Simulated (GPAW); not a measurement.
The system is HPbNO4.

```
H Pb N O
1.0
     4.27531   -0.00040    0.00636
    -2.08399    5.20775   -0.04907
    -2.12377   -1.86574    4.91491
H Pb N O
1 1 1 4
Direct
  0.99073 0.03330 0.90994
  0.50274 0.81989 0.14287
  0.00838 0.47408 0.50265
  0.99816 0.92741 0.02877
  0.19467 0.73435 0.60852
  0.81673 0.35882 0.24556
  0.01381 0.33121 0.65217
```

The cell was built by a generator and needn't be a form met in nature.

Base run:

| Quantity | Value |
| --- | --- |
| Program | GPAW 26.7.0 |
| Functional | PBE |
| Potentials or basis | GPAW PAW data sets (gpaw-data 1.2.1) |
| Cutoff | 800 eV |
| Basis | pw |
| k mesh | 8 × 6 × 6 |
| Occupations | fermi-dirac, width 0.05 eV |
| Spin | no spin polarisation |

Its results: band gap on the k mesh 2.81 eV, indirect (least direct gap 3.16 eV); pressure -0.3 GPa; largest force 0.119 eV/Å.

The run is repeated on the same cell with these changes: spin from no spin polarisation to spin-orbit coupling, no magnetisation. What comes out?

Band gap on the k mesh 2.66 eV, indirect (least direct gap 3.01 eV); pressure -0.3 GPa; largest force 0.119 eV/Å.

Spin-orbit coupling splits the band edges, which narrows the gap.

Caveats: spin-orbit coupling is left out, which as a rule narrows the gap of such compounds by several tenths of an eV (some runs); spin-orbit coupling was added after a scalar SCF, so levels and gaps hold it while energy, forces, pressure and moments don't (some runs); this program's spin-orbit splittings come out too wide for heavy elements (some runs).

A k mesh can miss the band edges.
